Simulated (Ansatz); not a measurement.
# CH₅ISn: how energies converge with the basis set

The task here is to estimate one member of a computed series from the others.

The runs use Ansatz 0.2.0, Gaussian basis; one geometry, several basis sets.

Levels to be run: PBE0-D4/def2-SVP; ωB97M-V/def2-SVP; PBE0-D4/def2-QZVPP; ωB97M-V/def2-QZVPP; the functionals' def2-TZVPP values are taken from earlier runs.

**The relaxed structure**

An earlier PBE0-D4 in a triple-zeta def2 set relaxation fixed the geometry. Sn, I take the def2 core potential; no spin-orbit term is included.

SMILES `[CH3][SnH2][I]`, 8 atoms, charge 0, spin multiplicity 1.

Atoms are counted from 1 here; the program's logs count them from 0.

Bond lengths: C1–Sn2 2.131 Å, C1–H4 1.089 Å, C1–H5 1.091 Å, C1–H6 1.089 Å, Sn2–I3 2.694 Å, Sn2–H7 1.706 Å, Sn2–H8 1.706 Å. Angles: Sn2–C1–H4 109.3°, Sn2–C1–H5 109.9°, Sn2–C1–H6 109.3°, H4–C1–H5 109.5°, H4–C1–H6 109.4°, H5–C1–H6 109.5°, C1–Sn2–I3 106.8°, C1–Sn2–H7 112.9°, C1–Sn2–H8 112.9°, I3–Sn2–H7 106.4°, I3–Sn2–H8 106.4°, H7–Sn2–H8 111.1°.

The first run:

Input file in.yaml:

```yaml
crystal:
  periodic: [false, false, false]
  atoms:
    - {symbol: C, position_ang: [-0.896273, 0.731173, -0.278108]}
    - {symbol: Sn, position_ang: [0.554345, -0.774689, 0.131545]}
    - {symbol: I, position_ang: [2.762127, 0.491744, 1.013216]}
    - {symbol: H, position_ang: [-0.505062, 1.411820, -1.033176]}
    - {symbol: H, position_ang: [-1.815058, 0.270768, -0.643760]}
    - {symbol: H, position_ang: [-1.106237, 1.286744, 0.634970]}
    - {symbol: H, position_ang: [0.076501, -1.833300, 1.381050]}
    - {symbol: H, position_ang: [1.021756, -1.641360, -1.261537]}
basis:
  gaussian: {orbitals: def2-SVP}
hamiltonian: {xc: pbe0, dispersion: d4}
output: {orbitals: {seedname: orbitals}}
```

Launch:

```bash
ansatz run in.yaml --threads 4 --pin off --events-out ev --progress --plain --max-ram 10444MiB
```

Among the steps run: PBE0-D4 in def2-SVP; ωB97M-V in def2-SVP; PBE0-D4 in def2-QZVPP; ωB97M-V in def2-QZVPP.

One of the session's tables, all rows but one given; the rest of the session is left out.

It belongs to the step «Density functionals: the series». 

```
functional       basis  HOMO (eV)
   PBE0-D4    def2-SVP      -7.27
   PBE0-D4  def2-TZVPP      -7.36
   PBE0-D4  def2-QZVPP          ?
   ωB97M-V    def2-SVP      -9.36
   ωB97M-V  def2-TZVPP      -9.48
   ωB97M-V  def2-QZVPP      -9.49
```

**Question.** Estimate the row for PBE0-D4, def2-QZVPP.

The run gave: HOMO (eV): -7.38. In the column «HOMO (eV)» it lies between ωB97M-V, def2-SVP (-9.36) and PBE0-D4, def2-TZVPP (-7.36).
